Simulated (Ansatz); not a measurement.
# CH8N2O2Si: the cost of one run

Program: Ansatz 0.2.0. Level of theory: RKS PBE/6-31G*. These are calculated values, not measurements.

## 1. The structure to begin with

Bond lengths: N1–C2 1.387 Å, C2–O3 1.406 Å, C2–N4 1.430 Å, N4–Si5 1.635 Å, Si5–O6 1.654 Å, N1–H7 1.017 Å, N1–H8 0.958 Å, C2–H9 1.139 Å, O3–H10 0.966 Å, N4–H11 1.026 Å, Si5–H12 1.440 Å, Si5–H13 1.472 Å, O6–H14 0.995 Å. Angles (14 of 20 angles, heavy atoms first): N1–C2–O3 107.5°, N1–C2–N4 105.6°, O3–C2–N4 108.9°, C2–N4–Si5 126.9°, N4–Si5–O6 103.3°, N1–C2–H9 108.9°, O3–C2–H9 111.6°, N4–C2–H9 113.9°, C2–N1–H7 106.0°, C2–N1–H8 108.7°, C2–O3–H10 101.0°, C2–N4–H11 100.8°, Si5–N4–H11 108.6°, N4–Si5–H12 109.8°.

Structure file:

```xyz
14

N    -1.7453    0.5531    0.7696
C    -0.4847    0.8240    0.2580
O    -0.6326    1.8111   -0.7316
N    -0.0523   -0.3906   -0.3608
Si    1.4898   -0.8931   -0.5671
O     1.8922   -1.5013    0.9176
H    -2.2997    0.2176   -0.0147
H    -1.6727   -0.1643    1.4004
H     0.1897    1.1766    1.1048
H    -1.2402    2.4216   -0.2946
H    -0.4943   -0.3042   -1.2823
H     1.5330   -1.9438   -1.5514
H     2.2840    0.2980   -0.9090
H     1.2201   -2.1338    1.2899
```

## 2. Relaxing end A

input.yaml reads:

```yaml
crystal:
  periodic: [false, false, false]
  atoms:
    - { symbol: "N", position_ang: [-1.7453, 0.5531, 0.7696] }
    - { symbol: C, position_ang: [-0.4847, 0.824, 0.258] }
    - { symbol: O, position_ang: [-0.6326, 1.8111, -0.7316] }
    - { symbol: "N", position_ang: [-0.0523, -0.3906, -0.3608] }
    - { symbol: Si, position_ang: [1.4898, -0.8931, -0.5671] }
    - { symbol: O, position_ang: [1.8922, -1.5013, 0.9176] }
    - { symbol: H, position_ang: [-2.2997, 0.2176, -0.0147] }
    - { symbol: H, position_ang: [-1.6727, -0.1643, 1.4004] }
    - { symbol: H, position_ang: [0.1897, 1.1766, 1.1048] }
    - { symbol: H, position_ang: [-1.2402, 2.4216, -0.2946] }
    - { symbol: H, position_ang: [-0.4943, -0.3042, -1.2823] }
    - { symbol: H, position_ang: [1.533, -1.9438, -1.5514] }
    - { symbol: H, position_ang: [2.284, 0.298, -0.909] }
    - { symbol: H, position_ang: [1.2201, -2.1338, 1.2899] }
basis:
  gaussian: { orbitals: "6-31G*" }
hamiltonian:
  xc: pbe
relax:
  f_tol: 0.02
  max_steps: 50
```

Launch:

```console
$ ansatz run input.yaml --threads 2 --pin off --max-ram 3072MiB --backend cpu --events-out ev --progress --plain --runs-dir out
```

What time and memory should one allow on 2 threads of Intel Xeon Platinum 8259CL at 2.50GHz (Skylake/Cascade Lake), shared host?

About 93 s, with a peak of 0.18 GiB.
